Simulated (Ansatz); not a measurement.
Working through an equation of state with a fit of Gd3Al, space group Pm-3m

Program: Ansatz's Python interface.

Run as a notebook:

In [1]:
```python
import warnings

import ansatz as az
import numpy as np
```

In [2]:
```python
VECTORS = np.array([
    [4.80771, 0.0, 0.0],
    [0.0, 4.80771, 0.0],
    [0.0, 0.0, 4.80771],
])
SITES = [
    ("Gd", (0.0, 0.5, 0.5), 7),
    ("Gd", (0.5, 0.0, 0.5), 7),
    ("Gd", (0.5, 0.5, 0.0), 7),
    ("Al", (0.0, 0.0, 0.0), 0.0),
]
```

In [3]:
```python
def crystal_on(cell):
    crystal = az.Crystal(lattice=az.Lattice.of(cell))
    for symbol, position, moment in SITES:
        crystal = crystal.atom(symbol, position, moment=moment or None)
    return crystal

warnings.simplefilter("ignore", az.DeckWarning)
```

In [4]:
```python
# scale the volume, keep shape and fractions
volumes, energies, pressures = [], [], []
for scale in np.linspace(0.9, 1.1, 9):
    cell = VECTORS * scale ** (1 / 3)
    calculation = (
        crystal_on(cell).calculation()
        .functional(az.Functional.R2SCAN)
        .occupations("fermi_dirac", width=0.1)
        .basis(500)
        .spin(az.SpinTreatment.COLLINEAR)
        .kpoints(5, 5, 5)
        .stress()
    )
    report = calculation.run(threads=1).report
    volumes.append(abs(np.linalg.det(cell)) / len(SITES))
    energies.append(report["free_energy_ev"] / len(SITES))
    pressures.append(np.trace(report["stress_gpa"]) / 3)
    print(f"V = {volumes[-1]:8.4f} A^3/atom  F = {energies[-1]:.5f} eV/atom  P = {pressures[-1]:8.3f} GPa")
```
```text
V =  25.0033 A^3/atom  F = -7144.96649 eV/atom  P =    6.046 GPa
V =  25.6978 A^3/atom  F = -7144.98873 eV/atom  P =    4.257 GPa
V =  26.3924 A^3/atom  F = -7145.00367 eV/atom  P =    2.666 GPa
V =  27.0869 A^3/atom  F = -7145.01210 eV/atom  P =    1.253 GPa
V =  27.7814 A^3/atom  F = -7145.01475 eV/atom  P =    0.000 GPa
V =  28.4760 A^3/atom  F = -7145.01231 eV/atom  P =   -1.112 GPa
V =  29.1705 A^3/atom  F = -7145.00529 eV/atom  P =   -2.103 GPa
V =  29.8651 A^3/atom  F = -7144.99422 eV/atom  P =   -2.989 GPa
V =  30.5596 A^3/atom  F = -7144.97951 eV/atom  P =   -3.786 GPa
```

In [5]:
```python
# third-order Birch-Murnaghan: a cubic in V^(-2/3)
x = np.array(volumes) ** (-2 / 3)
poly = np.polynomial.Polynomial.fit(x, energies, 3).convert()
roots = poly.deriv().roots()
x0 = min((r.real for r in roots if abs(r.imag) < 1e-9 and poly.deriv(2)(r.real) > 0), key=lambda r: abs(r - x.mean()))
v0 = x0 ** -1.5
b0 = 4 / 9 * poly.deriv(2)(x0) * v0 ** (-7 / 3) * 160.21766
b1 = 4 + 2 / 3 * x0 * poly.deriv(3)(x0) / poly.deriv(2)(x0)
print(f"V0 = {v0:.4f} A^3/atom, B0 = {b0:.1f} GPa, dB/dP = {b1:.2f}")
```
```text
V0 = 27.7821 A^3/atom, B0 = 47.2 GPa, dB/dP = 3.69
```

A third-order Birch-Murnaghan fit through the 9 points has its minimum at 27.78 Å³ an atom, 0.0 % above the typed cell, with a bulk modulus of 47 GPa and dB/dP = 3.7. From that minimum the energy rises by 48.3 meV an atom on the compressed side and 35.3 meV on the expanded side.

What to keep in mind:
- Absolute energies stand on the zero of these potentials, so only differences at equal settings mean something.
- Open f shells: without a Hubbard U, without spin-orbit coupling; the state reached hangs on the start and needn't be the lowest.
- For a metal this k-point mesh is coarse: on a finer one energies can move by several to tens of meV an atom and pressures by half a GPa or more, differences at one mesh by less.
- Pressure is positive in compression.
- r2SCAN tends to overestimate the moments of itinerant magnets.
- This cell is a computed structure, which may not be the phase found in nature.
- It ran for 5 min on 1 thread of Arm Neoverse V1, on a shared host, peak memory 0.83 GiB.
